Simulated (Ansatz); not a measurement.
Debugging an SCF with some post-processing of Rh, space group P6_3/mmc (Ansatz 0.2.0 through its Python package).

Script `report_rh.py`:
```python
"""One SCF of Rh and its post-processing."""

import ansatz as az
import numpy as np
from pymatgen.core import Lattice, Structure
from pymatgen.io.ase import AseAtomsAdaptor


def main() -> None:
    pmg_structure = Structure(
        Lattice([(2.69174462, 0.0, 0.0), (-1.34587231, 2.33111922, 0.0), (0.0, 0.0, 8.79807013)]),
        ["Rh", "Rh", "Rh", "Rh"],
        [
            (0.0, 0.0, 0.0),
            (1 / 3, 2 / 3, 0.25),
            (0.0, 0.0, 0.5),
            (2 / 3, 1 / 3, 0.75),
        ],
    )
    system = az.Crystal.from_ase(AseAtomsAdaptor.get_atoms(pmg_structure))

    model = (
        system.calculation()
        .occupations("Fermi-Dirac", width=0.1)
        .functional("pbesol")
        .basis(420)
        .pseudopotentials("paw")
        .kpoints(1, 1, 1)
        .scf(max_iterations=50)
        .density_of_states(energy_step=0.05)
        .cutoff_correction(756)
        .band_table()
        .stress()
    )
    outcome = model.run()
    r = outcome.report

    for key in ("converged", "n_iterations", "n_electrons", "n_kpoints", "n_pw", "n_symmetry_ops", "free_energy_ev", "fermi_energy_ev"):
        print(f"{key:18s} {r[key]}")

    dos = outcome.density_of_states()
    energy = np.asarray(dos.energies_ev) - dos.fermi_ev
    states, count = np.asarray(dos.spin_summed_g_bin_mean_per_ev), np.asarray(dos.spin_summed_integrated)
    g_fermi = float(np.interp(0.0, energy, states))
    print(f"g(E_F) = {g_fermi:.3f} states/eV per cell")
    # Sommerfeld coefficient of bare band electrons: pi^2 k_B^2 g / 3
    gamma = np.pi ** 2 / 3 * 8.617333e-5 ** 2 * g_fermi * 96485.33e3 / len(outcome.lattice.sites)
    print(f"bare Sommerfeld coefficient {gamma:.2f} mJ/(mol of atoms K^2)")
    for low, high in ((-10, -6), (-6, -3), (-3, 0), (0, 3)):
        print(f"states between {low} and {high} eV: {np.interp(high, energy, count) - np.interp(low, energy, count):.3f}")

    # estimate of what a larger basis would gain, without a second SCF
    estimate = r.get("cutoff_correction")
    if estimate:
        print("towards {} eV the energy would change by {:.2f} meV/atom".format(estimate["reference_ecutwfc_ev"], 1000 * estimate["energy_ev"] / len(outcome.lattice.sites)))

    for term in (az.EnergyTerm.SMEARING, az.EnergyTerm.DISPERSION):
        print(f"F without {term.name.lower()}: {az.free_energy_without(r, term):.5f} eV")

    # the band energy is the weighted sum of filled levels
    eps, occ = np.array(r["eigenvalues_ev"]), np.array(r["occupations"])
    wk = np.tile(r["kweights"], len(eps) // len(r["kweights"]))
    print(f"sum of w f eps = {wk @ (eps * occ).sum(axis=1):.4f} eV, reported band energy {r['components']['e_band']:.4f} eV")

    # principal values and the von Mises stress of the deviator
    principal = np.linalg.eigvalsh(np.array(r["stress_gpa"]))
    mises = np.sqrt(0.5 * sum((principal[i] - principal[i - 1]) ** 2 for i in range(3)))
    print("principal stresses (GPa, compression positive):", np.round(principal, 3))
    print(f"mean {principal.mean():.3f} GPa, von Mises {mises:.3f} GPa, PV = {principal.mean() * r['setup']['cell_volume_ang3'] / 160.21766:.4f} eV")


if __name__ == "__main__":
    main()
```

Running `python report_rh.py` prints:
```text
converged          True
n_iterations       9
n_electrons        68.0
n_kpoints          1
n_pw               1091
n_symmetry_ops     24
free_energy_ev     -25362.502423403137
fermi_energy_ev    20.935118600518955
g(E_F) = 48.979 states/eV per cell
bare Sommerfeld coefficient 28.86 mJ/(mol of atoms K^2)
states between -10 and -6 eV: 2.000
states between -6 and -3 eV: 6.000
states between -3 and 0 eV: 27.551
states between 0 and 3 eV: 12.449
towards 756.0 eV the energy would change by -3.20 meV/atom
F without smearing: -25362.15889 eV
F without dispersion: -25362.50242 eV
sum of w f eps = -363.0951 eV, reported band energy -363.0951 eV
principal stresses (GPa, compression positive): [-25.203  36.536  36.536]
mean 15.956 GPa, von Mises 61.739 GPa, PV = 5.4981 eV
```

The script ran to its end, but the result can't be trusted. Why?

The fault: a single k-point is too coarse for this small cell. The change:

```diff
--- before
+++ after
@@ -27,3 +27,3 @@
         .pseudopotentials("paw")
-        .kpoints(1, 1, 1)
+        .kpoints(9, 9, 3)
         .scf(max_iterations=50)
```

With that change:

```console
$ python report_rh.py
converged          True
n_iterations       6
n_electrons        68.0
n_kpoints          24
n_pw               1091
n_symmetry_ops     24
free_energy_ev     -25354.98380847188
fermi_energy_ev    22.134996644751073
g(E_F) = 5.564 states/eV per cell
bare Sommerfeld coefficient 3.28 mJ/(mol of atoms K^2)
states between -10 and -6 eV: 0.880
states between -6 and -3 eV: 17.833
states between -3 and 0 eV: 17.287
states between 0 and 3 eV: 8.010
towards 756.0 eV the energy would change by -1.99 meV/atom
F without smearing: -25354.80710 eV
F without dispersion: -25354.98381 eV
sum of w f eps = -356.2860 eV, reported band energy -356.2860 eV
principal stresses (GPa, compression positive): [-6.417 -4.809 -4.809]
mean -5.345 GPa, von Mises 1.609 GPa, PV = -1.8418 eV
```

Total energies depend on the potentials; only differences at equal settings carry meaning. The mesh is modest for a metal, so energies can be off by several to tens of meV an atom and pressures by half a GPa or more; differences at equal mesh fare better. An absolute Fermi energy rests on an arbitrary zero of the periodic potential and has no direct meaning. At these settings the cell as given stands under about -5 GPa, so it isn't at this functional's equilibrium volume. This isn't the structure that Rh takes at ambient conditions. Levels are Kohn-Sham eigenvalues on this mesh, without spin-orbit coupling. The computed bands are complete only to about 7.9 eV above the Fermi level; beyond that the density of states is undercounted. Timing: 1.6 s on 1 thread of AMD EPYC 9R45 96-Core Processor (Zen 5) (shared host), peak memory 0.47 GiB.

(Lines on the test bed's own set-up are left out of the output.)
